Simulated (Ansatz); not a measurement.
A run of Ansatz 0.2.0:

File input.yaml:

```yaml
crystal:
  lattice:
    - [4.72242, -2.73688, 0.0]
    - [4.72242, 2.73688, 0.0]
    - [-3.17602, 0.0, 4.47137]
  atoms:
    - { symbol: Na, position: [0.25021, 0.25021, 0.74459] }
    - { symbol: La, position: [0.75117, 0.75117, 0.25707] }
    - { symbol: Mn, position: [0.49918, 0.49918, 0.49917], spin: 4.0 }
    - { symbol: Mo, position: [0.0011, 0.0011, 0.00114], spin: 1.0 }
    - { symbol: O, position: [0.28503, 0.78106, 0.2852] }
    - { symbol: O, position: [0.78106, 0.28503, 0.2852] }
    - { symbol: O, position: [0.25187, 0.25187, 0.18775] }
    - { symbol: O, position: [0.74777, 0.74777, 0.81124] }
    - { symbol: O, position: [0.21883, 0.71407, 0.71525] }
    - { symbol: O, position: [0.71407, 0.21883, 0.71525] }
hamiltonian:
  xc: pbe
  pseudopotentials: { kind: paw }
magnetization:
  spin_polarized: true
kpoints:
  mp_grid: { grid: [4, 4, 4] }
scf:
  occupations: { method: fermi_dirac, width: 0.05 }
phonons:
  method: dfpt
```

Potentials or basis: Ansatz PAW.

Launch:

```sh
$ ansatz run input.yaml --threads 8 --pin off --max-ram 20480MiB --backend cpu --events-out ev --progress --plain --runs-dir out
```

Hardware: 8 threads of Arm Neoverse V2 (shared host).

Question: Estimate the wall time of this run.

Answer: Wall time 4.8 min on 8 threads of Arm Neoverse V2, on a shared host, peak memory 1.9 GiB. Counts: scf iterations 9, plane waves 2233, k points 36, bands 55.
